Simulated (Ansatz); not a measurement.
**NaVS2: how the settings move a single-point run**

Question: which choices in the input matter for NaVS2?

Program: Ansatz 0.2.0. Level of theory: reference: DFT, LDA+U, all-electron LAPW, scalar-relativistic. These are calculated values, not measurements.

## Step 1: The structure to begin with

Symmetry: R-3m, No. 166, trigonal system. Conventional cell: a = 3.599 Å, b = 3.599 Å, c = 19.383 Å, α = 90.00°, β = 90.00°, γ = 120.00°. Na (site symmetry -3m) has 6 S at 2.81 Å in its first shell of neighbours. V (site symmetry -3m) has 6 S at 2.47 Å in its first shell of neighbours. Around S (site symmetry 3m) lie 3 V at 2.47 Å and 3 Na at 2.81 Å.

Structure file:

```
CELL_PARAMETERS angstrom
1.79930 1.03883 6.46105
-1.79930 1.03883 6.46105
0.00000 -2.07765 6.46105
ATOMIC_POSITIONS crystal
Na 0.50000 0.50000 0.50000
V 0.00000 0.00000 0.00000
S 0.26438 0.26438 0.26438
S 0.73562 0.73562 0.73562
```

## Step 2: The reference run

Input file input.yaml:

```yaml
crystal:
  lattice:
    - [1.7993010104, 1.0388269227, 6.4610546979]
    - [-1.7993010104, 1.0388269227, 6.4610546979]
    - [0.0, -2.0776538454, 6.4610546979]
  atoms:
    - { symbol: Na, position: [0.5, 0.5, 0.5] }
    - { symbol: V, position: [0.0, 0.0, 0.0], spin: 2.0 }
    - { symbol: S, position: [0.26437887, 0.26437887, 0.26437887] }
    - { symbol: S, position: [0.73562113, 0.73562113, 0.73562113] }
magnetization:
  spin_polarized: true
kpoints:
  mp_grid: { grid: [11, 11, 11] }
scf:
  occupations: { method: fermi_dirac, width: 0.03 }
hamiltonian:
  xc: lda
  pseudopotentials: { kind: all_electron, lapw: { basis_error: 0.001 } }
  hubbard: { sites: [{ species: V, l: d, u_eff: 6 }] }
output:
  forces: true
  stress: true
  eigenvalues: true
  hubbard: { sites: [{ species: V, l: d }] }
  populations: true
  dos: { projected: true, de: 0.1, e_range: [-10, 8] }
```

The run is started by

```sh
ansatz run input.yaml --threads 2 --pin off --max-ram 6144MiB --backend cpu --events-out ev --progress --plain --runs-dir out
```

Excerpt of the output:

```text
[...]
Basis set: ecut = 238.78365233952275 eV, 611 PW (Γ), FFT grids on a1−a3, a2−a3, a3, exchange–correlation at level 2
[...]
Magnetic group: BNS 166.97 (UNI 1327), of the structure as read, at distance tolerance 4.2e-5 Å
k-points: 146 of 1331
[...]
SCF iter   1: F=—  HF=-51840.169897 eV  |F-HF|=—  |Δ(HF+E_count)|=         —  Δρ=2.50e-2 (↑1.40e-2 ↓2.50e-2)  dr2=1.73e0  dr2_m=3.23e-2  M=2.000 μB ∫|m|=2.529 μB  β_m=1.00  ethr=3.46e-3  ⟨swp⟩=2.0  Hψ=65462  notcnv=0
preconditioner: auto → Kerker (q_TF=auto, 2.565 Å⁻¹)  [metal: Δε(μ)=0.017 eV  Ē_g=9.549 eV  σ=0.030 eV  W_gap=0.14  n_scr=22 (ndim 8)  ℏωp=18.5 eV  f_vac=0.000  D(μ)=5.13/eV (n_scr^D=48)]
[...]
SCF iter   2: F=—  HF=-51840.137842 eV  |F-HF|=—  |Δ(HF+E_count)|=   3.21e-2  Δρ=1.27e-2 (↑1.19e-2 ↓1.27e-2)  dr2=8.51e-1  dr2_m=3.94e-2  M=2.000 μB ∫|m|=3.154 μB  β_m=1.00  ethr=3.46e-3  ⟨swp⟩=2.4  Hψ=27612  notcnv=0
[...]
k-points: 366 of 1331
[...]
SCF iter   1: F=—  HF=-51841.227972 eV  |F-HF|=—  |Δ(HF+E_count)|=         —  Δρ=9.89e-7 (↑8.76e-7 ↓9.89e-7)  dr2=1.23e-8  dr2_m=3.10e-11  M=2.000 μB ∫|m|=2.520 μB  ethr=2.41e-11  ⟨swp⟩=4.8  Hψ=167214  notcnv=0  reapply=5
[...]
SCF iter   2: F=-51841.227972 eV  HF=-51841.227972 eV  |F-HF|=1.06e-7  |Δ(HF+E_count)|=   1.77e-8  Δρ=2.83e-6 (↑2.83e-6 ↓1.96e-6)  dr2=9.38e-8  dr2_m=2.53e-10  M=2.000 μB ∫|m|=2.520 μB  ethr=2.41e-11  ⟨swp⟩=5.7  Hψ=140554  notcnv=0  reapply=720
[...]
SCF converged after 20 iterations
Magnetization: 2.0000 μB (26.0000 up, 24.0000 down)
[...]
Free energy (F): -51841.227972 eV
[...]
E sigma→0 (E₀):  -51841.227972 eV
Fermi energy:    8.266624 eV
[...]
  P = ⅓ Tr σ = -0.4040 GPa (-4.040 kbar)
[...]
```

Run time: 4 min. Hardware: 2 threads of Arm Neoverse V1, shared host; peak memory 2.8 GiB.

## Step 3: Changing settings: hubbard.double_counting amf

input.yaml, as its differences from that of step 2:

```diff
@@ -19,3 +19,3 @@
   pseudopotentials: { kind: all_electron, lapw: { basis_error: 0.001 } }
-  hubbard: { sites: [{ species: V, l: d, u_eff: 6 }] }
+  hubbard: { sites: [{ species: V, l: d, u_eff: 6 }], double_counting: amf }
 output:
@@ -26,2 +26 @@
   populations: true
-  dos: { projected: true, de: 0.1, e_range: [-10, 8] }
```

The run is started by

```sh
ansatz run input.yaml --threads 2 --pin off --max-ram 6144MiB --backend cpu --events-out ev --progress --plain --runs-dir out
```

Log:

```text
Na: projections on atomic orbitals take those of the free atom 1s2 2s2 2p6 3s1, of charge +0.00 (hamiltonian.pseudopotentials.projection_atoms)
V: projections on atomic orbitals take those of the free atom 1s2 2s2 2p6 3s2 3p6 3d3 4s2, of charge +0.00 (hamiltonian.pseudopotentials.projection_atoms)
S: projections on atomic orbitals take those of the free atom 1s2 2s2 2p6 3s2 3p4, of charge +0.00 (hamiltonian.pseudopotentials.projection_atoms)
LAPW: plane waves up to 7.917 Å⁻¹, error target 1.0e-3 eV per atom; small_component_spin mean_spin; Na in spheres of 1.355 Å, 9 of its electrons in bands, Dirac shells []; S in spheres of 1.115 Å, 14 of its electrons in bands, Dirac shells []; V in spheres of 1.355 Å, 13 of its electrons in bands, Dirac shells []
Engine: ansatz 0.2.0
Pseudopotentials: kind: all_electron
Pseudopotential: Na, LAPW, valence charge 9, Koelling and Harmon's equation, gaussian nucleus
Pseudopotential: V, LAPW, valence charge 13, Koelling and Harmon's equation, gaussian nucleus
Pseudopotential: S, LAPW, valence charge 14, Koelling and Harmon's equation, gaussian nucleus
Functional definition: SPW92
  exchange = slater_x
  correlation = pw_c
Crystal: 4 atoms, lattice volume = 72.461 Å³
Basis set: ecut = 238.78365233952275 eV, 611 PW (Γ), FFT grids on a1−a3, a2−a3, a3, exchange–correlation at level 2
Bands: 32, of which v1, the nominal top of the filled ones, is band 25 counted from 1 (24 counted from 0)
Symmetry: 12 space group operations
Space group: R-3m (ITA 166), of the structure as read, at distance tolerance 4.2e-5 Å
Magnetic group: BNS 166.97 (UNI 1327), of the structure as read, at distance tolerance 4.2e-5 Å
k-points: 146 of 1331
Non-local potential: Na, projectors of the file, none
Non-local potential: V, projectors of the file, none
Non-local potential: S, projectors of the file, none
Initial density: superposition of atomic densities (chi_scale 0.1, normalization cell, long waves kept (reshape's long-wave potential 0.23 eV rms))
Starting moments: Σ|m| = 2 μB on 1 of 4 sites
Initial wavefunctions: plane waves of lowest kinetic energy (no species holds an atomic orbital)
Functional: x = slater, c = lda
iter 1 solved again at ethr=2.47e-3 eV; its pass at ethr=1.00e-1 eV (dr2=1.23e0 eV) is discarded
SCF iter   1: F=—  HF=-51845.435628 eV  |F-HF|=—  |Δ(HF+E_count)|=         —  Δρ=1.69e-2 (↑1.41e-2 ↓1.69e-2)  dr2=1.24e0  dr2_m=5.57e-3  M=1.975 μB ∫|m|=2.087 μB  β_m=1.00  ethr=2.47e-3  ⟨swp⟩=2.0  Hψ=65384  notcnv=0
preconditioner: auto → Kerker (q_TF=auto, 2.565 Å⁻¹)  [metal: Δε(μ)=0.017 eV  Ē_g=8.899 eV  σ=0.030 eV  W_gap=0.14  n_scr=22 (ndim 8)  ℏωp=18.5 eV  f_vac=0.000  D(μ)=5.37/eV (n_scr^D=60)]
spin=Collinear: Kerker preconditioning applied to the charge; magnetization (m = ρ↑ − ρ↓) channel mixes plain (no charge-response kernel on spin).
SCF iter   2: F=—  HF=-51845.591951 eV  |F-HF|=—  |Δ(HF+E_count)|=   1.56e-1  Δρ=1.02e-2 (↑1.02e-2 ↓9.97e-3)  dr2=9.32e-1  dr2_m=1.31e-3  M=2.000 μB ∫|m|=2.108 μB  β_m=1.00  ethr=2.47e-3  ⟨swp⟩=2.1  Hψ=27496  notcnv=0
SCF iter   3: F=—  HF=-51845.868355 eV  |F-HF|=—  |Δ(HF+E_count)|=   2.76e-1  Δρ=1.12e-2 (↑1.12e-2 ↓8.54e-3)  dr2=6.41e-1  dr2_m=5.29e-3  M=2.000 μB ∫|m|=2.032 μB  β_m=0.30  ethr=1.86e-3  ⟨swp⟩=2.0  Hψ=27181  notcnv=0
SCF iter   4: F=—  HF=-51846.178998 eV  |F-HF|=—  |Δ(HF+E_count)|=   3.11e-1  Δρ=6.03e-3 (↑6.03e-3 ↓4.89e-3)  dr2=2.41e-1  dr2_m=7.16e-3  M=2.000 μB ∫|m|=2.008 μB  β_m=0.30  ethr=1.28e-3  ⟨swp⟩=2.3  Hψ=27057  notcnv=0
SCF iter   5: F=—  HF=-51846.491851 eV  |F-HF|=—  |Δ(HF+E_count)|=   3.13e-1  Δρ=4.27e-3 (↑4.18e-3 ↓4.27e-3)  dr2=8.12e-2  dr2_m=8.07e-3  M=2.000 μB ∫|m|=2.006 μB  β_m=0.30  ethr=4.82e-4  ⟨swp⟩=2.9  Hψ=27838  notcnv=0
SCF iter   6: F=—  HF=-51846.691675 eV  |F-HF|=—  |Δ(HF+E_count)|=   2.00e-1  Δρ=3.79e-3 (↑3.36e-3 ↓3.79e-3)  dr2=9.50e-3  dr2_m=7.42e-3  M=2.000 μB ∫|m|=2.011 μB  β_m=0.30  ethr=1.62e-4  ⟨swp⟩=3.0  Hψ=28210  notcnv=0
SCF iter   7: F=—  HF=-51846.823925 eV  |F-HF|=—  |Δ(HF+E_count)|=   1.32e-1  Δρ=3.30e-3 (↑3.15e-3 ↓3.30e-3)  dr2=5.55e-3  dr2_m=6.31e-3  M=2.000 μB ∫|m|=2.016 μB  β_m=0.30  ethr=1.90e-5  ⟨swp⟩=2.3  Hψ=25774  notcnv=0
SCF iter   8: F=—  HF=-51846.900991 eV  |F-HF|=—  |Δ(HF+E_count)|=   7.71e-2  Δρ=2.96e-3 (↑2.65e-3 ↓2.96e-3)  dr2=1.16e-3  dr2_m=5.10e-3  M=2.000 μB ∫|m|=2.021 μB  β_m=0.30  ethr=1.11e-5  ⟨swp⟩=2.2  Hψ=26630  notcnv=0
SCF iter   9: F=—  HF=-51846.949979 eV  |F-HF|=—  |Δ(HF+E_count)|=         —  Δρ=2.48e-3 (↑2.43e-3 ↓2.48e-3)  dr2=2.61e-4  dr2_m=3.97e-3  M=2.000 μB ∫|m|=2.029 μB  β_m=0.30  ethr=2.32e-6  ⟨swp⟩=2.7  Hψ=26470  notcnv=0
the basis was enlarged: its passes take 914.5 KiB over the memory plan, 2 of 2 planned eigensolver slots
SCF iter  10: F=—  HF=-51846.977029 eV  |F-HF|=—  |Δ(HF+E_count)|=   2.70e-2  Δρ=2.15e-3 (↑2.15e-3 ↓2.12e-3)  dr2=4.40e-5  dr2_m=3.03e-3  M=2.000 μB ∫|m|=2.037 μB  β_m=0.30  ethr=5.22e-7  ⟨swp⟩=3.0  Hψ=27540  notcnv=0
SCF iter  11: F=—  HF=-51846.993244 eV  |F-HF|=—  |Δ(HF+E_count)|=   1.62e-2  Δρ=1.86e-3 (↑1.86e-3 ↓1.85e-3)  dr2=1.60e-5  dr2_m=2.28e-3  M=2.000 μB ∫|m|=2.045 μB  β_m=0.30  ethr=8.80e-8  ⟨swp⟩=3.0  Hψ=27870  notcnv=0
SCF iter  12: F=—  HF=-51847.003121 eV  |F-HF|=—  |Δ(HF+E_count)|=   9.88e-3  Δρ=1.63e-3 (↑1.63e-3 ↓1.56e-3)  dr2=2.17e-5  dr2_m=1.68e-3  M=2.000 μB ∫|m|=2.052 μB  β_m=0.30  ethr=3.21e-8  ⟨swp⟩=3.0  Hψ=28239  notcnv=0
SCF iter  13: F=—  HF=-51847.009258 eV  |F-HF|=—  |Δ(HF+E_count)|=   6.14e-3  Δρ=1.37e-3 (↑1.37e-3 ↓1.36e-3)  dr2=9.34e-6  dr2_m=1.24e-3  M=2.000 μB ∫|m|=2.059 μB  β_m=0.30  ethr=3.21e-8  ⟨swp⟩=3.0  Hψ=28087  notcnv=0
SCF iter  14: F=—  HF=-51847.013165 eV  |F-HF|=—  |Δ(HF+E_count)|=   3.91e-3  Δρ=1.20e-3 (↑1.20e-3 ↓1.12e-3)  dr2=1.54e-5  dr2_m=8.94e-4  M=2.000 μB ∫|m|=2.064 μB  β_m=0.30  ethr=1.87e-8  ⟨swp⟩=3.0  Hψ=28229  notcnv=0
Mixer restart at iter 14: flushing history
spin-set hold released at iteration 14 (site moments contracting): the magnetisation degrees of freedom join the quasi-Newton model from the next iteration; the mixer history was flushed
SCF iter  15: F=—  HF=-51847.015675 eV  |F-HF|=—  |Δ(HF+E_count)|=   2.51e-3  Δρ=1.04e-3 (↑9.58e-4 ↓1.04e-3)  dr2=1.24e-5  dr2_m=6.65e-4  M=2.000 μB ∫|m|=2.069 μB  β_m=0.43  ethr=1.87e-8  ⟨swp⟩=3.0  Hψ=27840  notcnv=0
SCF iter  16: F=—  HF=-51847.020963 eV  |F-HF|=—  |Δ(HF+E_count)|=   5.29e-3  Δρ=7.40e-4 (↑7.40e-4 ↓1.07e-4)  dr2=1.16e-3  dr2_m=7.61e-5  M=2.000 μB ∫|m|=2.082 μB  β_m=0.46  ethr=1.87e-8  ⟨swp⟩=3.5  Hψ=30893  notcnv=0
SCF iter  17: F=—  HF=-51847.020895 eV  |F-HF|=—  |Δ(HF+E_count)|=   6.82e-5  Δρ=1.17e-4 (↑9.14e-5 ↓1.17e-4)  dr2=1.86e-5  dr2_m=3.96e-6  M=2.000 μB ∫|m|=2.094 μB  β_m=0.72  ethr=1.87e-8  ⟨swp⟩=3.5  Hψ=29250  notcnv=0
SCF iter  18: F=—  HF=-51847.021038 eV  |F-HF|=—  |Δ(HF+E_count)|=   1.44e-4  Δρ=4.28e-5 (↑4.28e-5 ↓2.97e-5)  dr2=2.11e-6  dr2_m=5.20e-7  M=2.000 μB ∫|m|=2.093 μB  β_m=0.86  ethr=1.87e-8  ⟨swp⟩=3.0  Hψ=26893  notcnv=0
SCF iter  19: F=—  HF=-51847.021059 eV  |F-HF|=—  |Δ(HF+E_count)|=   2.02e-5  Δρ=1.62e-5 (↑1.62e-5 ↓6.30e-6)  dr2=2.73e-7  dr2_m=5.03e-8  M=2.000 μB ∫|m|=2.093 μB  β_m=0.93  ethr=4.21e-9  ⟨swp⟩=3.0  Hψ=26899  notcnv=0
SCF iter  20: F=—  HF=-51847.021064 eV  |F-HF|=—  |Δ(HF+E_count)|=   5.47e-6  Δρ=5.24e-6 (↑3.58e-6 ↓5.24e-6)  dr2=4.29e-8  dr2_m=7.21e-9  M=2.000 μB ∫|m|=2.093 μB  β_m=0.97  ethr=5.46e-10  ⟨swp⟩=3.0  Hψ=28100  notcnv=0
SCF iter  21: F=-51847.021065 eV  HF=-51847.021065 eV  |F-HF|=8.51e-9  |Δ(HF+E_count)|=   1.10e-6  Δρ=2.36e-6 (↑1.90e-6 ↓2.36e-6)  dr2=2.03e-8  dr2_m=6.53e-10  M=2.000 μB ∫|m|=2.093 μB  ethr=8.57e-11  ⟨swp⟩=3.0  Hψ=28219  notcnv=0
SCF 1 converged in 21 iterations: F = -51847.021065 eV  dr2 = 2.03e-8
Symmetry: 4 space group operations
k-points: 366 of 1331
Initial density: read from a saved state, or passed on in memory by an earlier SCF of this step, an earlier step, the calling program or the single point that the run made first
Starting moments: Σ|m| = 2 μB on 1 of 4 sites; this step starts from the density that it was given
Initial wavefunctions: those read from a saved state, or passed on in memory by an earlier step or the calling program
iter 1 solved again at ethr=3.11e-11 eV; its pass at ethr=2.00e-6 eV (dr2=1.56e-8 eV) is discarded
SCF iter   1: F=—  HF=-51847.021065 eV  |F-HF|=—  |Δ(HF+E_count)|=         —  Δρ=2.13e-6 (↑1.67e-6 ↓2.13e-6)  dr2=1.54e-8  dr2_m=6.53e-10  M=2.000 μB ∫|m|=2.093 μB  ethr=3.11e-11  ⟨swp⟩=4.6  Hψ=169848  notcnv=0  reapply=154
the basis was enlarged: its passes take 914.5 KiB over the memory plan, 2 of 2 planned eigensolver slots
preconditioner: auto → Resta (q_TF=auto, 2.565 Å⁻¹)  ε∞=5.2  [insulator: Δε(μ)=1.107 eV  Ē_g=9.042 eV  σ=0.030 eV  W_gap=1.00  n_scr=22 (ndim 8)  ℏωp=18.5 eV  f_vac=0.053  D(μ)=0.00/eV (n_scr^D=0)  ε∞_Penn≈5.2]
spin=Collinear: Resta preconditioning applied to the charge; magnetization (m = ρ↑ − ρ↓) channel mixes plain (no charge-response kernel on spin).
SCF iter   2: F=-51847.021065 eV  HF=-51847.021065 eV  |F-HF|=9.91e-8  |Δ(HF+E_count)|=   4.91e-8  Δρ=2.24e-6 (↑1.90e-6 ↓2.24e-6)  dr2=5.71e-8  dr2_m=4.55e-10  M=2.000 μB ∫|m|=2.093 μB  ethr=3.08e-11  ⟨swp⟩=5.6  Hψ=136772  notcnv=0  reapply=688
SCF 2 converged in 2 iterations: F = -51847.021065 eV  dr2 = 5.71e-8
SCF converged after 21 iterations
Magnetization: 2.0000 μB (26.0000 up, 24.0000 down)
Absolute magnetization: 2.0932 μB (∫|ρ↑−ρ↓|)
Spin contamination: 0.0724 ħ² per cell (⟨S²⟩ above its minimum at these occupations)
Per-site moments (μB) at R_I (Å): [(0.014653837974876183, 1.3550865414224378), (1.4201189693011766, 1.3550865414224378), (0.15817316080634125, 1.115343866273085), (0.15817316080634125, 1.115343866273085)]
Free energy (F): -51847.021065 eV
Harris-Foulkes:  -51847.021065 eV  (|F-HF|=8.51e-9)
Internal energy: -51847.021065 eV  (E = F + TS)
E sigma→0 (E₀):  -51847.021065 eV
Fermi energy:    7.968135 eV
--- Per-component energies (eV) ---
  E_band       = -2904.737431
  E_kinetic    = 52174.802500
  E_xc         = -2884.456121
  E_hubbard    = -2.799933  (on-site DFT+U / exact-exchange correction)
  E_vhub       = -5.599943  (the Hubbard potential's part of the band-sum identity)
  E_electrostatic = -101134.567512  (all electrons and nuclei)
  E_smearing   = -0.000000  (= −TS)
  E_closure    = 0.000000  (closes the sum)
  E_atoms      = -51820.765504  (free atoms, spherical and without spin; not in F)
  Σ components = -51847.021065   (vs F -51847.021065, Δ=0.00e0)
  Basis errors (estimates in eV, not in F): energy 3.4e-4 per atom: plane waves 2.9e-4 (1.7e-4 summed), levels above the bands 1.9e-94, relativity 2.3e-9, radial functions 4.6e-5, core shells 3.1e-8; eigenvalues (radial functions only) 3.7e-6; not estimated: angular momenta, meshes, grids; target (lapw.basis_error) 1.0e-3; muffin-tin radii Na 1.355 Å, S 1.115 Å, V 1.355 Å
DFT+U double counting: amf (around mean field; hamiltonian.hubbard.double_counting)
--- Forces (eV/Å), atoms counted from 1 ---
  atom   1  Na    -0.00000000     0.00000000     0.00000000
  atom   2  V      0.00000000     0.00000000     0.00000000
  atom   3  S      0.00000000     0.00000000     0.17906516
  atom   4  S     -0.00000000    -0.00000000    -0.17906516
  max |Σ_I F_I| component: 5.55e-17 eV/Å
--- Stress (GPa, compression-positive) ---
       -2.636789       0.000000      -0.000000
        0.000000      -2.636789      -0.000000
       -0.000000      -0.000000      -2.728292
  P = ⅓ Tr σ = -2.6673 GPa (-26.673 kbar)
--- Band table (eV; the first three rows and the last of 292) ---
  k-point 0 ↑: bands = ["-196.0547", "-196.0547", "-141.7531", "-141.7531", "-141.7529", "-141.7529", "-141.7427", "-141.7426", "-56.3919", "-43.0366", "-30.7806", "-30.4249", "-30.4249", "-15.5549", "-15.5340", "-15.5340", "-5.7241", "-4.3518", "2.7886", "4.1669", "4.1669", "5.7227", "5.7227", "6.7169", "7.1967", "7.1967", "10.1985", "11.3433", "11.3433", "11.5260", "12.6355", "15.6924"]
  k-point 1 ↑: bands = ["-196.0547", "-196.0546", "-141.7531", "-141.7531", "-141.7529", "-141.7529", "-141.7427", "-141.7426", "-56.3918", "-43.0364", "-30.7801", "-30.4280", "-30.4256", "-15.5539", "-15.5380", "-15.5349", "-5.6429", "-4.3230", "2.8890", "3.9816", "4.2099", "5.5192", "5.6339", "6.8099", "6.8438", "7.2003", "10.2464", "11.0193", "11.2880", "11.8972", "13.1813", "15.4468"]
  k-point 2 ↑: bands = ["-196.0547", "-196.0541", "-141.7531", "-141.7531", "-141.7530", "-141.7529", "-141.7427", "-141.7426", "-56.3914", "-43.0359", "-30.7787", "-30.4364", "-30.4277", "-15.5514", "-15.5487", "-15.5373", "-5.4115", "-4.2461", "3.1242", "3.5670", "4.3155", "5.0281", "5.4571", "6.2167", "6.8157", "7.1491", "10.3462", "10.7421", "11.1929", "12.6306", "13.7358", "15.4044"]
  k-point 145 ↓: bands = ["-196.0113", "-196.0111", "-141.6969", "-141.6969", "-141.6968", "-141.6968", "-141.6954", "-141.6953", "-55.0599", "-43.0323", "-29.8629", "-28.9363", "-28.9336", "-15.5476", "-15.5324", "-15.5293", "-5.2812", "-4.3276", "3.8710", "4.2973", "4.6670", "5.6814", "6.7782", "7.1265", "9.1086", "9.3989", "9.6480", "10.6464", "10.8967", "13.3863", "13.7744", "14.4547"]
Occupation matrices written to <dir>
--- Löwdin populations: 4 sites ---
  site symbol       q [e]    m [muB]
     0     Na     10.3569     0.0115
     1      V     22.0946     1.4997
     2      S     16.6948     0.2361
     3      S     16.6948     0.2361
  spilling = 0.002407 (of n_electrons = 66.000000)
--- Occupation matrices: 1 shell (run DFT+U table (ortho-atomic); ε = 1.28e-2) ---
  V1 d_3D: site group D3d (-3m)
  V1 d_3D up     Tr n = 2.5300  λ = 0.057 0.249 0.249 0.988 0.988  [z2 1.00 (T2g 1.00) A1g(1.00) | 2× xz 0.28 (Eg 0.99) Eg(1.00) | 2× x2-y2 0.28 (T2g 0.99) Eg(1.00)]
  V1 d_3D dn     Tr n = 1.0504  λ = 0.072 0.072 0.084 0.412 0.412  [3× z2 0.33 (T2g 1.00) Eg(0.67) | 2× xz 0.35 (Eg 1.00) Eg(1.00)]
  Tr n, λ and their labels are of the run-group-symmetrised matrices; stabiliser: 12 of 24 elements of G0×{1,Θ} (closed), max defect 2.5e-15 at τ = 2.7e-3
```

Wall time 4 min (2 threads of Arm Neoverse V1, shared host); peak memory 2.8 GiB.

Changing the double counting of the Hubbard term moves the energy by -1.45 eV/atom, and the pressure goes from -0.4 to -2.7 GPa, the gap on the mesh goes from 1.73 to 1.11 eV, the absolute moment goes from 2.52 to 2.09 μB and the largest force goes from 0.06 to 0.18 eV/Å. The U term adds an energy of its own, so the shift says nothing about which run is better.

## Step 4: All runs together

```
                           run     ending                                                   energy change  pressure (GPa)  gap (eV)  abs. moment (μB)  force (eV/Å)  cycles   time
                     reference  converged                                                               0            -0.4      1.73              2.52          0.06      20  4 min
1: hubbard.double_counting amf  converged  -1.45 eV/atom (Hubbard term changed: no physical gain or loss)            -2.7      1.11              2.09          0.18      21  4 min
```

Times don't compare one to one where runs were asked for different outputs or read a saved state (see the inputs); cycles may leave out searches for a lower state.

Residual by cycle in the longest SCF loop of each run; runs are numbered as in the table. The quantity is the density residual dr2, in eV.

```
cycle  reference    run 1
    1       1.73     1.24
    3      0.601    0.641
    5       0.27   0.0812
    6     0.0552   0.0095
    8    0.00149  0.00116
   10    0.00262   4.4e-5
   12     1.8e-4   2.2e-5
   14     1.0e-4   1.5e-5
   16     5.4e-5  0.00116
   17     6.2e-6   1.9e-5
   19     1.5e-7   2.7e-7
   21          -   2.0e-8
```

What this shows: Changing the double counting of the Hubbard term moves the energy by -1.45 eV/atom, and the pressure goes from -0.4 to -2.7 GPa, the gap on the mesh goes from 1.73 to 1.11 eV, the absolute moment goes from 2.52 to 2.09 μB and the largest force goes from 0.06 to 0.18 eV/Å. The U term adds an energy of its own, so the shift says nothing about which run is better. A changed U is a change of model: its shifts are not errors of convergence.
